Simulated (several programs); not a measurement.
A 12-atom cell of GeSb4Te7 (P-3m1) from a materials database, relaxed with r2SCAN+rVV10 in Ansatz, was computed with several methods. It is trigonal, P-3m1 (No. 164); conventional cell a = 4.266 Å, c = 24.224 Å, 31.81 Å³ an atom. Around Ge lie 6 Te at 2.98 Å; around Sb lie 6 Te at 3.00–3.16 Å; around Sb lie 6 Te at 2.99–3.18 Å; around Te lie 3 Sb at 3.00 Å; around Te lie 3 Sb at 2.99 Å; around Te lie 3 Ge at 2.98 Å and 3 Sb at 3.18 Å; around Te lie 6 Sb at 3.16 Å. (Simulation; spin polarisation is off.)

```xyz
12
Lattice="4.2657 0.0000 0.0000 -2.1328 3.6942 0.0000 0.0000 0.0000 24.2241" Properties=species:S:1:pos:R:3 pbc="T T T"
Ge    0.0000    0.0000   12.1121
Sb    2.1328    1.2314   22.2429
Sb    0.0000    2.4628    8.4306
Sb    0.0000    2.4628    1.9813
Sb    2.1328    1.2314   15.7936
Te    0.0000    2.4628   20.5372
Te    2.1328    1.2314    3.6869
Te    0.0000    0.0000   17.4885
Te    2.1328    1.2314   10.4379
Te    0.0000    2.4628   13.7862
Te    0.0000    0.0000    0.0000
Te    0.0000    0.0000    6.7356
```

Gaps and times are for a single point on this cell; volume and bulk modulus come from each method's own relaxation or energy curve at fixed shape, which is too stiff where a cell has free coordinates or axes. Times are rough, from shared hosts (Arm Neoverse V2; Intel Xeon Platinum 8488C), and each method has its own mesh and cell size. A double dagger marks a value from a curve with shape and coordinates held. PM6 (MOPAC), PM7 (MOPAC), GFN1-xTB (tblite) treat a cluster of cells at its zone centre, which samples few k points: where these miss a band edge, the gap comes out too large for that reason alone. Gaps from k meshes are read at a limited set of points (mesh, symmetry points, PBE's band edges), so each method's own least gap may be somewhat smaller. xTB and the PM methods were fitted mostly to molecules, and can miss a solid's gap by electronvolts. Minimal bases can be far off for gaps. Times of the plane-wave ladder aren't listed, since it ran on unlike processors and cards. Curves at held shape can't give the bulk modulus of a layered or molecular crystal, so none is listed. d marks a direct gap, i an indirect one (no mark: not told apart), a dash a value that wasn't computed or didn't pass its checks.

```tsv
method	kind	gap (eV)	own volume (Å³/atom)	bulk modulus (GPa)	atoms computed	processor time
PBE-D3(BJ)	semilocal	–	30.63	–	12	–
r2SCAN+rVV10	semilocal	–	31.81	–	12	–
PBE-D4	semilocal	–	30.63	–	12	–
light PBE (260 eV and a coarse mesh)	light plane-wave	0.32 d	–	–	12	10 s
PM7 (MOPAC)	semi-empirical	3.95	–	–	cluster	46 s
PBE/SZV (CP2K)	small basis	0.29 d	–	–	12	47 s
GFN1-xTB (tblite)	tight binding	0.71	–	–	cluster	60 s
PBE/DZVP (CP2K)	small basis	0.31 d	33.36‡	–	12	90 s
PBE	semilocal	0.32 d	–	–	12	–
PM6 (MOPAC)	semi-empirical	3.17	–	–	cluster	95 s
LDA	semilocal	0.27 d	–	–	12	–
r2SCAN	semilocal	0.41 d	–	–	12	–
LC-ωPBE	hybrid	3.80 d	–	–	12	–
PBE0	hybrid	1.01 d	–	–	12	–
HSE06	hybrid	0.60 d	–	–	12	–
```

Task: How far from the measured values lie the methods that can be set against them?

Result:
- Volume, measured 30.76 Å³ an atom: PBE-D3(BJ) -0.4 %, r2SCAN+rVV10 +3.4 %, PBE-D4 -0.4 %.
The calculations are for a static lattice; samples hold vibrations, temperature and, in optical gaps, excitons. A measured value is shown where most reports agree with it, and only for the quantities listed. Sources: 30.76 Å³ an atom (from the lattice constants; a, hexagonal cell; 300 K; “Multiple superconducting phases driven by pressure in the topological insulator GeSb4Te7”; 2023; arxiv:2311.14472).

Spin-orbit coupling is left out, which matters wherever the heavy atoms make up the band edges.
